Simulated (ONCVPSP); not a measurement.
# Ga: generating and testing an ONCV potential

Task: generate the file, and judge it by its errors in other configurations, its logarithmic derivatives, its ghosts and its cutoff.

The numbers are computed with ONCVPSP 4.0.1 (PBE, scalar-relativistic, spin-unpolarised reference atom).

**1. The atom and the settings**

Typed settings, in words:

| Quantity | Value |
| --- | --- |
| element | gallium (Ga, Z = 31) |
| type | optimised norm-conserving Vanderbilt (ONCV) |
| frozen core | [Ar] 3d10 |
| valence charge | 3 |
| reference configuration | 4s2 4p1 |
| partial waves | 4s: rc 1.50 bohr, ncon 3, nbas 6, qcut 4.6 1/bohr, 3 projectors, debl 2.1 Ha; 4p: rc 2.70 bohr, ncon 4, nbas 7, qcut 3.4 1/bohr, 2 projectors, debl 1.3 Ha; d scattering state at 0.05 Ha: rc 2.45 bohr, ncon 5, nbas 8, qcut 3.8 1/bohr, 2 projectors, debl 0.4 Ha |
| local potential | polynomial inside 1.05 bohr (lpopt 3, dvloc0 3 Ha) |
| core correction | Teter function, fcfact 3.25, rcfact 1.1 |

An earlier all-electron run gives the scale for the radii.

All-electron outer shells of the reference configuration (PBE, scalar-relativistic, ld1.x):

```tsv
shell	level (eV)	outermost node (bohr)	outermost maximum (bohr)
3p	-98.86	0.24	0.56
3d	-19.15	–	0.53
4s	-8.95	0.81	1.90
4p	-2.58	0.87	2.53
```

**2. The generation run**

Contents of Ga.dat:

```
# ATOM AND REFERENCE CONFIGURATION
# atsym  z   nc   nv     iexc    psfile
  Ga 31.00    6    2        4      upf
#
#   n    l    f
    1    0    2.00
    2    0    2.00
    2    1    6.00
    3    0    2.00
    3    1    6.00
    3    2   10.00
    4    0    2.00
    4    1    1.00
#
# PSEUDOPOTENTIAL AND OPTIMIZATION
# lmax
    2
#
#   l,   rc,      ep,       ncon, nbas, qcut
    0    1.50    0.00    3    6    4.60
    1    2.70    0.00    4    7    3.40
    2    2.45    0.05    5    8    3.80
#
# LOCAL POTENTIAL
# lloc, lpopt,  rc(5),   dvloc0
    4    3    1.05    3.00
#
# VANDERBILT-KLEINMAN-BYLANDER PROJECTORs
# l, nproj, debl
    0    3    2.10
    1    2    1.30
    2    2    0.40
#
# MODEL CORE CHARGE
# icmod, fcfact, rcfact
    3    3.25    1.10
#
# LOG DERIVATIVE ANALYSIS
# epsh1, epsh2, depsh
   -2.00    5.00    0.02
#
# OUTPUT GRID
# rlmax, drl
    6.00    0.01
#
# TEST CONFIGURATIONS
# ncnf
    4
# nvcnf
#   n    l    f
    2
    4    0    2.00
    4    1    0.00
#
    2
    4    0    1.00
    4    1    0.00
#
    2
    4    0    2.00
    4    1    0.50
#
    2
    4    0    1.00
    4    1    1.00
#
```

Started as:

```bash
$ oncvpsp.x < Ga.dat > Ga.out
```

**Question.** What will these runs give? Wanted: cutoffs for 1 and 0.1 mHa per electron, occupied waves; bound ghosts; GHOST(+) flags; largest test error; largest phase difference near zero energy, channels read; rms error of d²Exc/dn², without and with the model core.

As calculated:

| quantity | value |
| --- | --- |
| cutoffs for 1 and 0.1 mHa per electron, occupied waves | 7.5 Ha and 10 Ha |
| bound ghosts | s at -148.47 eV, d at -14.54 eV |
| GHOST(+) flags | d at 323 eV, d at 666 eV |
| largest test error (AE − PS) | +19 meV, for 4s1 4p0 |
| largest phase difference near zero energy, channels read | 0.018 rad |
| rms error of d²Exc/dn², without and with the model core | 6.59 and 4.38 mHa |

**Reading.** It has a bound ghost (s, d), a state that the atom doesn't have, and that rules the file out. Close by lies the frozen 3s level (-148.1 eV). The worst unpolarised test, 4s1 4p0, is off by 19 meV on 26.8 eV; by total energies transferability rates as good. Atomic tests can pass in spite of a ghost, since they solve only for the levels asked. The potential is soft on the atom at that tolerance: the looser tolerance needs 7.5 Ha. At the looser tolerance the 4s wave is the slowest; 4p needs 2 Ha. Near zero energy the phases of the channels with partial waves agree within 0.018 rad. The program also flags highly localised states, GHOST(+) (d). These are tests on the free atom; a crystal test is still owed.
